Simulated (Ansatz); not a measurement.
AlIr, space group Pm-3m, a convergence test of the plane-wave cutoff

Program: the Ansatz DFT code, driven from Python.

`ecut_alir.py`:
```python
"""Convergence of AlIr with the plane-wave cutoff."""

import warnings

import ansatz

warnings.simplefilter("ignore", ansatz.DeckWarning)

lattice = ansatz.Lattice.of(
    [2.99455485, 0.0, 0.0],
    [0.0, 2.99455485, 0.0],
    [0.0, 0.0, 2.99455485],
)
sites = [
    ("Al", [0.0, 0.0, 0.0]),
    ("Ir", [0.5, 0.5, 0.5]),
]
crystal = ansatz.Crystal(lattice=lattice)
for symbol, position in sites:
    crystal = crystal.atom(symbol, position)

model = (
    crystal.calculation()
    .functional(ansatz.Functional.PBESOL)
    .kpoints(9, 9, 9)
    .scf(tolerance=1e-07)
    .occupations("Fermi-Dirac")
    .forces()
    .stress()
)

rows = []
for value in [300, 400, 500, 600, 700, 800]:
    data = model.basis(value).run().report
    rows.append((value, data["free_energy_ev"] / len(data["lattice"]["sites"]), data["n_iterations"], sum(data["stress_gpa"][i][i] for i in range(3)) / 3, max(abs(f) for row in data["forces_ev_ang"] for f in row), data["n_pw"]))

print(" cutoff (eV)   F/atom (eV)    iterations       P (GPa)  max force (eV/A)   plane waves")
for row in rows:
    print(f"{str(row[0]):>12s}  {row[1]:12.5f}  {row[2]:12d}  {row[3]:12.3f}  {row[4]:16.4f}  {row[5]:12d}")

# differences from the last row
for row in rows[:-1]:
    shift = 1000 * (row[1] - rows[-1][1])
    print(f"{row[0]}: {shift:+.2f} meV/atom" + ("  (within 5 meV)" if abs(shift) < 5 else ""))
```

```console
$ python ecut_alir.py
 cutoff (eV)   F/atom (eV)    iterations       P (GPa)  max force (eV/A)   plane waves
         300   -6162.61180             6        -0.699            0.0000           305
         400   -6162.72235             6        -1.311            0.0000           461
         500   -6162.72395             6        -1.325            0.0000           691
         600   -6162.72428             6        -1.335            0.0000           895
         700   -6162.72438             6        -1.336            0.0000          1141
         800   -6162.72443             6        -1.338            0.0000          1357
300: +112.64 meV/atom
400: +2.08 meV/atom  (within 5 meV)
500: +0.48 meV/atom  (within 5 meV)
600: +0.15 meV/atom  (within 5 meV)
700: +0.05 meV/atom  (within 5 meV)
```

From 400 eV on it stays within 5 meV an atom of the value at 800 eV; the first row (300 eV) is off by 112.6 meV and the last but one by 0.05 meV. The energy falls steadily, as expected when plane waves are added. The pressure moves from -0.70 to -1.34 GPa (the program's stress holds a Pulay correction, so it settles early).

What to keep in mind:
- No spin polarisation was allowed.
- For a metal this k-point mesh is coarse: on a finer one energies can move by several to tens of meV an atom and pressures by half a GPa or more, differences at one mesh by less.
- The program warned that this SCF threshold is loose for forces or stresses.
- Forces vanish by symmetry here and test nothing.
- Pressure is positive in compression.
- Spin-orbit coupling, which matters for elements this heavy, is left out.
- The structure comes from a database of computed cells and needn't be a stable or known phase.
- Shifts are counted from the last row, which is itself no proven limit.
- The script silences the warnings on its input, which a real study should read.
- Cost: roughly 6 core-seconds.

(Lines on the test bed's own set-up are left out of the output.)
